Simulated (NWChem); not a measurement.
**CH7GaSi (SMILES [CH3][GaH][SiH3]) at 3 levels**

We compute a comparison of 3 runs (HF/STO-3G, HF/3-21G, B3LYP/6-31G*) of CH7GaSi. 

The results are computed with NWChem 7.3.0.

1 further run of the same task is left out (set aside as unsound or not needed). Runs told in other sessions of the task aren't counted.

## (1) The structure to begin with

The species is CH7GaSi (10 atoms), meant as a singlet with charge 0. As SMILES, `[CH3][GaH][SiH3]`. Geometry: relaxed at PBE0-D4/def2-TZVP.

Bond lengths: C1–Ga2 1.971 Å, Ga2–Si3 2.419 Å, C1–H4 1.090 Å, C1–H5 1.094 Å, C1–H6 1.093 Å, Ga2–H7 1.578 Å, Si3–H8 1.492 Å, Si3–H9 1.489 Å, Si3–H10 1.492 Å. Some angles: C1–Ga2–Si3 120.8°, C1–Ga2–H7 118.1°, Si3–Ga2–H7 121.0°, Ga2–C1–H4 113.1°, Ga2–C1–H5 109.2°, Ga2–C1–H6 110.1°, Ga2–Si3–H8 110.2°, Ga2–Si3–H9 114.2°, Ga2–Si3–H10 110.2°, H4–C1–H5 108.5°.

## (2) Energy and gradient at HF/STO-3G (run 1)

The input, ch7gasi.nw:

```
START ch7gasi
TITLE "CH7GaSi"
memory 2200 mb
charge 0
GEOMETRY units angstrom noautosym nocenter noautoz
   C    -1.123300    1.394100   -0.619200
   Ga    0.561500    0.659300    0.093300
   Si    0.786700   -1.705300    0.550700
   H    -1.924300    0.656600   -0.670400
   H    -0.947000    1.785400   -1.626000
   H    -1.454200    2.236500   -0.005700
   H     1.759600    1.654600    0.346000
   H     0.531000   -2.496200   -0.688800
   H     2.125000   -2.100900    1.069700
   H    -0.231700   -2.135100    1.553300
END
BASIS spherical bse
   C library STO-3G
   Ga library STO-3G
   Si library STO-3G
   H library STO-3G
END
SCF
   thresh 1e-08
   maxiter 80
END
TASK scf gradient
```

Command:

```
$ nwchem ch7gasi.nw > ch7gasi.out
```

Output:

```text
[...]
  functions       =    39
[...]
  wavefunction    = RHF
[...]
         Total SCF energy =  -2227.954769470859
      One-electron energy =  -3598.570653937311
      Two-electron energy =   1132.032838620278
 Nuclear repulsion energy =    238.583045846174
        Time for solution =     25.8s
[...]
                         RHF ENERGY GRADIENTS
    atom               coordinates                        gradient
                 x          y          z           x          y          z
   1 C      -2.122729   2.634467  -1.170118   -0.034734   0.008677  -0.013025
   2 Ga      1.061081   1.245896   0.176311   -0.012636  -0.026517   0.001208
   3 Si      1.486647  -3.222550   1.040672    0.004022   0.015840  -0.000812
   4 H      -3.636400   1.240794  -1.266872   -0.004638  -0.007301   0.000391
   5 H      -1.789571   3.373917  -3.072694    0.003960   0.004067  -0.008473
   6 H      -2.748040   4.226372  -0.010771    0.000459   0.007272   0.006024
   7 H       3.325162   3.126741   0.653845    0.044630   0.034557   0.009382
   8 H       1.003444  -4.717134  -1.301643   -0.006899  -0.017349  -0.029108
   9 H       4.015668  -3.970125   2.021440    0.029986  -0.009516   0.011756
  10 H      -0.437850  -4.034754   2.935311   -0.024151  -0.009730   0.022658
[...]
```

Wall time 27 s (1 thread of Intel Xeon 6975P-C (Granite Rapids), shared host); peak memory 0.096 GiB.

## (3) Energy and gradient at HF/3-21G (run 2)

The input, ch7gasi.nw:

```
start ch7gasi
memory total 2200 mb

geometry units angstrom noautosym nocenter noautoz
C    -1.123300    1.394100   -0.619200
Ga    0.561500    0.659300    0.093300
Si    0.786700   -1.705300    0.550700
H    -1.924300    0.656600   -0.670400
H    -0.947000    1.785400   -1.626000
H    -1.454200    2.236500   -0.005700
H     1.759600    1.654600    0.346000
H     0.531000   -2.496200   -0.688800
H     2.125000   -2.100900    1.069700
H    -0.231700   -2.135100    1.553300
end

basis spherical bse
* library 3-21G
end

scf
thresh 1e-08
maxiter 80
end

task scf gradient
```

Command:

```
$ nwchem ch7gasi.nw > ch7gasi.out
```

Output:

```text
[...]
  functions       =    58
[...]
  wavefunction    = RHF
[...]
         Total SCF energy =  -2242.933683923316
      One-electron energy =  -3604.826103959321
      Two-electron energy =   1123.309374189830
 Nuclear repulsion energy =    238.583045846174
        Time for solution =      2.6s
[...]
                         RHF ENERGY GRADIENTS
    atom               coordinates                        gradient
                 x          y          z           x          y          z
   1 C      -2.122729   2.634467  -1.170118   -0.000103  -0.000220   0.000416
   2 Ga      1.061081   1.245896   0.176311    0.003381  -0.008679   0.002251
   3 Si      1.486647  -3.222550   1.040672   -0.000346   0.008523  -0.001442
   4 H      -3.636400   1.240794  -1.266872   -0.002525  -0.004595   0.000283
   5 H      -1.789571   3.373917  -3.072694    0.002765   0.001110  -0.003572
   6 H      -2.748040   4.226372  -0.010771    0.000273   0.003382   0.003345
   7 H       3.325162   3.126741   0.653845   -0.002796  -0.001288  -0.000754
   8 H       1.003444  -4.717134  -1.301643   -0.000218   0.000951   0.000871
   9 H       4.015668  -3.970125   2.021440   -0.000897   0.000157  -0.000324
  10 H      -0.437850  -4.034754   2.935311    0.000467   0.000658  -0.001074
[...]
```

Wall time 4.5 s (1 thread of Intel Xeon 6975P-C (Granite Rapids), shared host); peak memory 0.097 GiB.

## (4) Energy and gradient at B3LYP/6-31G(d) (Cartesian functions) (run 3)

The input, ch7gasi.nw:

```
start ch7gasi
memory stack 880 mb heap 220 mb global 1100 mb

geometry noautosym nocenter noautoz
  C    -1.123300    1.394100   -0.619200
  Ga    0.561500    0.659300    0.093300
  Si    0.786700   -1.705300    0.550700
  H    -1.924300    0.656600   -0.670400
  H    -0.947000    1.785400   -1.626000
  H    -1.454200    2.236500   -0.005700
  H     1.759600    1.654600    0.346000
  H     0.531000   -2.496200   -0.688800
  H     2.125000   -2.100900    1.069700
  H    -0.231700   -2.135100    1.553300
end

basis
  * library 6-31G*
end

dft
  xc b3lyp
  grid xfine
  convergence energy 1e-08
  iterations 100
  mulliken
  print medium
end

task dft gradient
```

Command:

```
$ nwchem ch7gasi.nw > ch7gasi.out
```

Output:

```text
[...]
          Wavefunction type:  closed shell.
          No. of atoms     :    10
          No. of electrons :    58
[...]
          Charge           :     0
          Spin multiplicity:     1
[...]
          AO basis - number of functions:    83
[...]
              XC Information
              --------------
                         B3LYP Method XC Potential
                     Hartree-Fock (Exact) Exchange  0.200
                        Slater Exchange Functional  0.800 local
                    Becke 1988 Exchange Functional  0.720 non-local
              Lee-Yang-Parr Correlation Functional  0.810
                  VWN I RPA Correlation Functional  0.190 local
[...]
 d= 0,ls=0.0,diis     1  -2256.3899704607 -2.49D+03  1.07D-02  8.19D-01     3.6
[...]
 d= 0,ls=0.0,diis     8  -2256.4289659933  2.25D-09  4.14D-06  3.12D-07    24.2
         Total DFT energy =    -2256.428965993327
      One electron energy =    -3615.464839098954
           Coulomb energy =     1224.463878701703
    Exchange-Corr. energy =     -104.011051442251
 Nuclear repulsion energy =      238.583045846174
[...]
  wavefunction    = closed shell
                         DFT ENERGY GRADIENTS
    atom               coordinates                        gradient
                 x          y          z           x          y          z
   1 C      -2.122729   2.634467  -1.170118    0.001544  -0.001273   0.000761
   2 Ga      1.061081   1.245896   0.176311   -0.001063   0.000559  -0.000530
   3 Si      1.486647  -3.222550   1.040672   -0.000690   0.001475  -0.000441
   4 H      -3.636400   1.240794  -1.266872    0.001622   0.001272   0.000124
   5 H      -1.789571   3.373917  -3.072694   -0.000264  -0.000698   0.002075
   6 H      -2.748040   4.226372  -0.010771    0.000773  -0.001565  -0.001272
   7 H       3.325162   3.126741   0.653845   -0.001794  -0.001510  -0.000366
   8 H       1.003444  -4.717134  -1.301643    0.000053   0.000611   0.000217
   9 H       4.015668  -3.970125   2.021440   -0.000431   0.000605  -0.000245
  10 H      -0.437850  -4.034754   2.935311    0.000249   0.000524  -0.000322
[...]
```

Wall time 35 s (1 thread of Intel Xeon 6975P-C (Granite Rapids), shared host); peak memory 0.15 GiB.

## (5) All runs side by side

| run | level | Cartesian functions | iteration cap | energy (Eh) | dipole moment (D) | HOMO energy (eV) | LUMO energy (eV) | wall time |
| --- | --- | --- | --- | --- | --- | --- | --- | --- |
| 1 | HF/STO-3G | no | 80 | -2227.954769 | 0.13 | -6.72 | 4.82 | 27 s |
| 2 | HF/3-21G | no | 80 | -2242.933684 | 1.17 | -9.75 | 1.06 | 4.5 s |
| 3 | B3LYP/6-31G* (Cartesian functions) | yes | 100 | -2256.428966 | 0.96 | -7.01 | -1.88 | 35 s |

## (6) What came out

| quantity | value |
| --- | --- |
| run 3: total energy | -2256.42897 Eh |
| run 3: dipole moment | 0.96 D |
| run 3: HOMO energy | -7.01 eV |
| run 3: LUMO energy | -1.88 eV |
| run 3: HOMO–LUMO gap | 5.13 eV |
| run 3: largest force on an atom | 0.122 eV/Å |

What this shows: The dipole moment (its size) runs from 0.13 D (HF/STO-3G) to 1.17 D (HF/3-21G). The HOMO–LUMO gap runs from 5.13 eV (B3LYP/6-31G*) to 11.54 eV (HF/STO-3G). The two ends differ in method and basis. In run 1 the basis is minimal, so the values are rough. All runs together took 66 s, the longest 35 s.
